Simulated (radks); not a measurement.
# Ar²⁺ in [Ne] 3s1.75 3p4 4p0.25: an all-electron calculation

One table from this session's results is given with a row withheld; the runs are named, their logs left out.

Program: radks (a radial shooting solver on a logarithmic mesh, Libxc functionals) version 1. Level of theory: Dirac Kohn-Sham, XLYP, spin-unpolarised, spherical densities, point nucleus; open shells are shared between the two j in proportion to 2j + 1. These are calculated values, not measurements, unless marked.

### Starting point

```
element       : argon (Z = 18)
charge        : +2
electrons     : 16
configuration : [Ne] 3s1.75 3p4 4p0.25
```

Set-up of the first run:

The run's settings:

```text
Z 18
configuration [Ne] 3s1.75 3p4 4p0.25 4s0 3d0 5p0 4f0
relativity Dirac
functional xlyp
spin unpolarised
j_filling average
nucleus point
c 137.035999084
```

One of the session's tables, all rows but one given; the rest of the session is left out.

It belongs to the step «Orbitals and density». Sizes of the orbitals, from the radial functions (bohr):

| level | <r> | outermost maximum (interpolated) | 90 % within | nodes |
| --- | --- | --- | --- | --- |
| 1s1/2 | 0.08571 | 0.0560 | 0.153 | 0 |
| 2s1/2 | 0.4137 | 0.338 | 0.646 | 1 |
| 2p1/2 | 0.3745 | 0.279 | 0.621 | 0 |
| 2p3/2 | ? | ? | ? | ? |
| 3s1/2 | 1.319 | 1.14 | 1.97 | 2 |
| 3p1/2 | 1.448 | 1.21 | 2.22 | 1 |
| 3p3/2 | 1.454 | 1.22 | 2.23 | 1 |
| 3d3/2 | 1.958 | 1.44 | 3.23 | 0 |
| 3d5/2 | 1.959 | 1.44 | 3.24 | 0 |
| 4s1/2 | 3.494 | 3.18 | 5.05 | 3 |
| 4p1/2 | 4.047 | 3.65 | 5.90 | 2 |
| 4p3/2 | 4.060 | 3.67 | 5.91 | 2 |

Estimate the missing values for 2p3/2.

**Answer.** <r>: 0.3769; outermost maximum (interpolated): 0.281; 90 % within: 0.624; nodes: 0. In the column «<r>» it lies between 2p1/2 (0.3745) and 2s1/2 (0.4137).
